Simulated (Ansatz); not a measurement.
# CoHO+ (quartet): the correlation ladder, def2-TZVPP

The task here is to estimate one member of a computed series from the others.

Method: def2-TZVPP, core rule «outside noble gas», up to 10 orbitals frozen; program: Ansatz 0.2.0, Gaussian basis.

To be run: UHF; ROHF; CCSD(T) on UHF.

2 further runs of the same task are left out: 2 set aside as unsound or not needed.

**The system**

The geometry is a PBE0/def2-TZVP stationary point (not a proven minimum) of the parent state, kept for this charge and spin.

3 atoms, charge 1, spin multiplicity 4.

Atoms are counted from 1 here; the program's logs count them from 0.

Bond lengths: Co1–O2 1.569 Å, Co1–H3 1.489 Å. Angles: O2–Co1–H3 104.4°.

The first run:

Input file in.yaml:

```yaml
crystal:
  periodic: [false, false, false]
  atoms:
    - {symbol: Co, position_ang: [0.000000, -0.043234, 0.323378]}
    - {symbol: O, position_ang: [0.000000, 0.073109, -1.241595]}
    - {symbol: H, position_ang: [0.000000, 1.367368, 0.800755]}
basis:
  gaussian: {orbitals: def2-TZVPP}
total_charge: 1
magnetization: {spin_polarized: true, initial_magnetization: 3}
hamiltonian: {xc: hf}
output: {orbitals: {seedname: orbitals}}
```

The run is started by

```
$ ansatz run in.yaml --threads 1 --pin off --events-out ev --progress --plain --max-ram 4096MiB --backend cpu
```

Steps of the session up to this table: UHF; ROHF; CCSD(T) on UHF.

One table of the session follows, with a row left open; its other results are not shown here.

```
  method  from UCCSD(T) (meV)
    ROHF             +17176.9
    UMP2                    ?
   UCCSD               +981.1
UCCSD(T)                    0
```

**Question.** Estimate the row for UMP2.

**Answer.** from UCCSD(T) (meV): +1687.6. In the column «from UCCSD(T) (meV)» it lies between UCCSD (+981.1) and ROHF (+17176.9).

Left out of the table: UHF (another determinant or state than the rows shown).

The program flags UCCSD(T) as in doubt (see the logs), so the zero of the table is itself unsure.

To keep in mind: The determinant is far from a pure spin state, so its energy mixes those of several spin states (harmless only where they are near-degenerate, as at dissociation). The program flags UCCSD(T) as in doubt, so the zero of the table is itself unsure. Warnings: spin contamination; coupled cluster took another determinant than the lowest.
